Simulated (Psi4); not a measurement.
# singlet InNH2Cl+: levels of theory compared

We compute a comparison of 5 runs (BLYP/def2-SVP, M06-L/def2-SVP, PBE/def2-SVP, r2SCAN/def2-SVP, revPBE/def2-SVP) of singlet InNH2Cl+. 

Program for the calculation: Psi4 1.11.

1 further run of the same task is left out (it didn't finish).

## 1. Starting point

InNH2Cl+ has 5 atoms, charge +1, and is taken as a singlet. SMILES of the parent species: `[NH2][In][Cl]`. Geometry: relaxed at PBE0-D4/def2-TZVP. This is one conformer, not always the lowest. That shape belongs to the parent species and isn't relaxed for this state.

Bond lengths: N1–In2 2.072 Å, In2–Cl3 2.369 Å, N1–H4 1.015 Å, N1–H5 1.017 Å. Angles: N1–In2–Cl3 113.1°, In2–N1–H4 113.0°, In2–N1–H5 110.3°, H4–N1–H5 107.4°.

## 2. The energy at BLYP/def2-SVP (core potential) (run 1)

Contents of input.json:

```json
{
  "schema_name": "qcschema_input",
  "schema_version": 1,
  "molecule": {
    "schema_name": "qcschema_molecule",
    "schema_version": 2,
    "symbols": ["N", "In", "Cl", "H", "H"],
    "geometry": [-0.26947495, 1.52803254, -0.93333573, -0.77781127, -2.30130847, -0.28969501, 2.6295539, -4.17912932, 1.925064, -1.88915921, 2.4260304, -1.42995576, 0.40118886, 2.38710204, 0.64968784],
    "molecular_charge": 1,
    "molecular_multiplicity": 1,
    "fix_symmetry": "c1",
    "fix_com": true,
    "fix_orientation": true
  },
  "driver": "energy",
  "model": {
    "method": "blyp",
    "basis": "def2-SVP"
  },
  "keywords": {
    "puream": true,
    "e_convergence": 1e-09,
    "d_convergence": 1e-08,
    "scf_type": "pk",
    "dft_radial_points": 99,
    "dft_spherical_points": 590,
    "scf_properties": ["MULLIKEN_CHARGES", "QUADRUPOLE", "MAYER_INDICES"]
  }
}
```

The run is started by

```bash
psi4 --qcschema input.json -n 1 --memory 2200MB
```

stdout:

```text
[...]
  Running in c1 symmetry.
[...]
  Nuclear repulsion =  154.716518858565308
[...]
  Multiplicity = 1
[...]
  Nalpha       = 23
  Nbeta        = 23
[...]
    Number of basis functions: 68
[...]
   @RKS iter   1:  -705.32721115427057   -3.58167e-01   1.38087e-02 ADIIS/DIIS
[...]
   @RKS iter  14:  -705.76800989436686   -4.66116e-12   9.94293e-09 DIIS
[...]
  @RKS Final Energy:  -705.76800989436686
   => Energetics <=
    Nuclear Repulsion Energy =            154.7165188585653084
    One-Electron Energy =               -1343.3009812956872793
    Two-Electron Energy =                 535.0851799258389292
    DFT Exchange-Correlation Energy =     -52.2687273830837000
    Empirical Dispersion Energy =           0.0000000000000000
    VV10 Nonlocal Energy =                  0.0000000000000000
    Total Energy =                       -705.7680098943668554
[...]
 Multipole Moments:
 ------------------------------------------------------------------------------------
     Multipole            Electronic (a.u.)      Nuclear  (a.u.)        Total (a.u.)
 ------------------------------------------------------------------------------------
 L = 1.  Multiply by 2.5417464519 to convert [e a0] to [Debye]
 Dipole X            :        -26.2483696           24.9940846           -1.2542849
 Dipole Y            :        102.4830051         -103.8633161           -1.3803110
 Dipole Z            :        -19.6354826           19.3288748           -0.3066079
 Magnitude           :                                                    1.8901051
 L = 2.  Multiply by 1.3450342976 to convert [e a0^2] to [Debye ang]
 Quadrupole XX       :       -159.3362062          134.4904032          -24.8458030
 Quadrupole XY       :        157.1066858         -155.7353661            1.3713197
[...]
```

The result, in JSON:

```text
{
 "driver": "energy",
 "model": {
  "method": "blyp",
  "basis": "def2-SVP"
 },
 "success": true,
 "return_result": -705.7680098943669,
 "properties": {
  "calcinfo_nbasis": 68,
  "calcinfo_nmo": 68,
  "calcinfo_nalpha": 23,
  "calcinfo_nbeta": 23,
  "calcinfo_natom": 5,
  "nuclear_repulsion_energy": 154.7165188585653,
  "return_energy": -705.7680098943669,
  "scf_one_electron_energy": -1343.3009812956873,
  "scf_two_electron_energy": 535.0851799258389,
  "scf_xc_energy": -52.2687273830837,
  "scf_dipole_moment": [-1.2542849459642191, -1.380310962037825, -0.30660787867530104],
  "scf_total_energy": -705.7680098943669,
  "scf_iterations": 14
 }
}
```

Run time: 16 s. Hardware: 1 thread of Intel Xeon at 2.50GHz (Skylake/Cascade Lake), shared host; peak memory 0.69 GiB.

## 3. Energy and forces at M06-L/def2-SVP (core potential) (run 2)

Contents of calc.py:

```python
import psi4

psi4.set_memory('2200 MB')
psi4.set_num_threads(1)
psi4.set_output_file('clh2inn.out', False)

mol = psi4.geometry("""
1 1
N     -0.142600     0.808600    -0.493900
In    -0.411600    -1.217800    -0.153300
Cl     1.391500    -2.211500     1.018700
H     -0.999700     1.283800    -0.756700
H      0.212300     1.263200     0.343800
symmetry c1
""")

psi4.set_options({
    'basis': 'def2-SVP',
    'puream': True,
    'e_convergence': 1e-09,
    'd_convergence': 1e-08,
    'scf_type': 'pk',
    'dft_radial_points': 99,
    'dft_spherical_points': 590,
})

E, wfn = psi4.gradient('m06-l', molecule=mol, return_wfn=True)
psi4.oeprop(wfn, 'MULLIKEN_CHARGES', 'QUADRUPOLE', 'MAYER_INDICES')
print('gradient / Eh bohr^-1')
print(E.np.round(6))
print(f'energy = {wfn.energy():.10f} Eh')
```

The run is started by

```bash
python calc.py
```

clh2inn.out:

```text
[...]
  Running in c1 symmetry.
[...]
  Nuclear repulsion =  154.716518533842446
[...]
  Multiplicity = 1
[...]
  Nalpha       = 23
  Nbeta        = 23
[...]
    Number of basis functions: 68
[...]
   @RKS iter   1:  -705.61672001105785   -5.15518e-01   1.21841e-02 ADIIS/DIIS
[...]
   @RKS iter  14:  -705.97234715044101   -1.36424e-12   3.06384e-09 DIIS
[...]
  @RKS Final Energy:  -705.97234715044101
   => Energetics <=
    Nuclear Repulsion Energy =            154.7165185338424465
    One-Electron Energy =               -1343.5788398529646201
    Two-Electron Energy =                 535.4239368003798063
    DFT Exchange-Correlation Energy =     -52.5339626316986070
    Empirical Dispersion Energy =           0.0000000000000000
    VV10 Nonlocal Energy =                  0.0000000000000000
    Total Energy =                       -705.9723471504410099
[...]
  -Total Gradient:
     Atom            X                  Y                   Z
    ------   -----------------  -----------------  -----------------
       1        0.004445540970     0.010786897877     0.017668142617
       2       -0.025920091762    -0.004105586978    -0.018276164143
       3        0.014546297138     0.002423455401     0.009548600212
       4        0.006304202610    -0.008346031346     0.003555895593
       5        0.000592739508    -0.000737252032    -0.012613072824
[...]
  Mulliken Charges: (a.u.)
   Center  Symbol    Alpha    Beta     Spin     Total
       1     N     3.66499  3.66499  0.00000 -0.32999
       2    IN     9.97676  9.97676  0.00000  1.04649
       3    CL     8.56698  8.56698  0.00000 -0.13396
       4     H     0.39765  0.39765  0.00000  0.20471
       5     H     0.39362  0.39362  0.00000  0.21275
   Total alpha = 23.00000, Total beta = 23.00000, Total charge =  1.00000
  Mayer Bond Indices:
[...]
```

The script printed:

```text
gradient / Eh bohr^-1
[[ 0.004446  0.010787  0.017668]
 [-0.02592  -0.004106 -0.018276]
 [ 0.014546  0.002423  0.009549]
 [ 0.006304 -0.008346  0.003556]
 [ 0.000593 -0.000737 -0.012613]]
energy = -705.9723471504 Eh
```

Wall time 38 s (1 thread of Intel Xeon at 2.50GHz (Skylake/Cascade Lake), shared host); peak memory 1.3 GiB.

Runs 3 to 4 aren't shown in full; the table further down has their settings and results.

## 4. Energy and gradient at revPBE/def2-SVP (core potential) (run 5)

Contents of clh2inn.xyz:

```xyz
5
ClH2InN
N     -0.142600     0.808600    -0.493900
In    -0.411600    -1.217800    -0.153300
Cl     1.391500    -2.211500     1.018700
H     -0.999700     1.283800    -0.756700
H      0.212300     1.263200     0.343800
```

Contents of run.py:

```python
import numpy as np
from ase.calculators.psi4 import Psi4
from ase.io import read

a = read('clh2inn.xyz')
calc = Psi4(atoms=a, method='revpbe', basis='def2-SVP', memory='2200MB', num_threads=1, charge=1, multiplicity=1, label='psi4-calc', reference='rks')
calc.psi4.set_options({'puream': True, 'e_convergence': 1e-09, 'd_convergence': 1e-08, 'scf_type': 'pk', 'dft_radial_points': 99, 'dft_spherical_points': 590})
a.calc = calc

forces = a.get_forces()
print(f'energy: {a.get_potential_energy():.6f} eV')
print('forces / eV A^-1')
print(np.round(forces, 5))
```

The run is started by

```bash
python run.py
```

psi4-calc.dat:

```text
[...]
    !!!  WARNING: ECP capability is in beta. Please check occupations closely.  !!!
[...]
  Running in c1 symmetry.
[...]
  Nuclear repulsion =  154.716518533842446
[...]
  Multiplicity = 1
[...]
  Nalpha       = 23
  Nbeta        = 23
[...]
    Number of basis functions: 68
[...]
   @RKS iter   1:  -705.39808450982082   -4.19226e-01   1.28048e-02 DIIS/ADIIS
[...]
   @RKS iter  14:  -705.78194216574764   -6.82121e-12   4.07439e-09 DIIS
[...]
  @RKS Final Energy:  -705.78194216574764
   => Energetics <=
    Nuclear Repulsion Energy =            154.7165185338424465
    One-Electron Energy =               -1343.2933896062263557
    Two-Electron Energy =                 535.0823326032904106
    DFT Exchange-Correlation Energy =     -52.2874036966540672
    Empirical Dispersion Energy =           0.0000000000000000
    VV10 Nonlocal Energy =                  0.0000000000000000
    Total Energy =                       -705.7819421657476369
[...]
  -Total Gradient:
     Atom            X                  Y                   Z
    ------   -----------------  -----------------  -----------------
       1       -0.000126693136     0.011911547318     0.021922060177
       2       -0.020451263535    -0.002220646286    -0.015901192761
       3        0.009874824945     0.005159301005     0.006545731784
       4        0.013558835731    -0.011145157567     0.006464895821
       5       -0.002843269298    -0.003715623594    -0.019014700919
[...]
```

The script printed:

```text
energy: -19205.304877 eV
forces / eV A^-1
[[ 0.00651 -0.61252 -1.12728]
 [ 1.05165  0.11419  0.81767]
 [-0.50778 -0.2653  -0.3366 ]
 [-0.69722  0.57311 -0.33244]
 [ 0.14621  0.19107  0.97778]]
```

Wall time 26 s (1 thread of Intel Xeon at 2.50GHz (Skylake/Cascade Lake), shared host); peak memory 0.7 GiB.

## 5. All runs side by side

| run | level | task | energy (Eh) | HOMO energy (eV) | LUMO energy (eV) | HOMO–LUMO gap (eV) | wall time |
| --- | --- | --- | --- | --- | --- | --- | --- |
| 1 | BLYP/def2-SVP (core potential) | energy | -705.768010 | -12.38 | -11.14 | 1.24 | 16 s |
| 2 | M06-L/def2-SVP (core potential) | gradient | -705.972347 | -12.78 | -11.22 | 1.56 | 38 s |
| 3 | PBE/def2-SVP (core potential) | energy | -705.575595 | -12.52 | -11.23 | 1.29 | 18 s |
| 4 | r2SCAN/def2-SVP (core potential) | gradient | -705.832813 | -12.83 | -11.23 | 1.60 | 42 s |
| 5 | revPBE/def2-SVP (core potential) | gradient | -705.781942 | -12.47 | -11.15 | 1.33 | 26 s |

## 6. Results

```
                       quantity          value
            run 5: total energy  -705.78194 Eh
             run 5: HOMO energy      -12.47 eV
             run 5: LUMO energy      -11.15 eV
           run 5: HOMO–LUMO gap        1.33 eV
run 5: largest force on an atom     1.337 eV/Å
```

**Reading.** The HOMO–LUMO gap runs from 1.24 eV (BLYP/def2-SVP) to 1.60 eV (r2SCAN/def2-SVP). Totals of different functionals can't be ranked against each other. All runs together took 2.3 min, the longest 42 s.
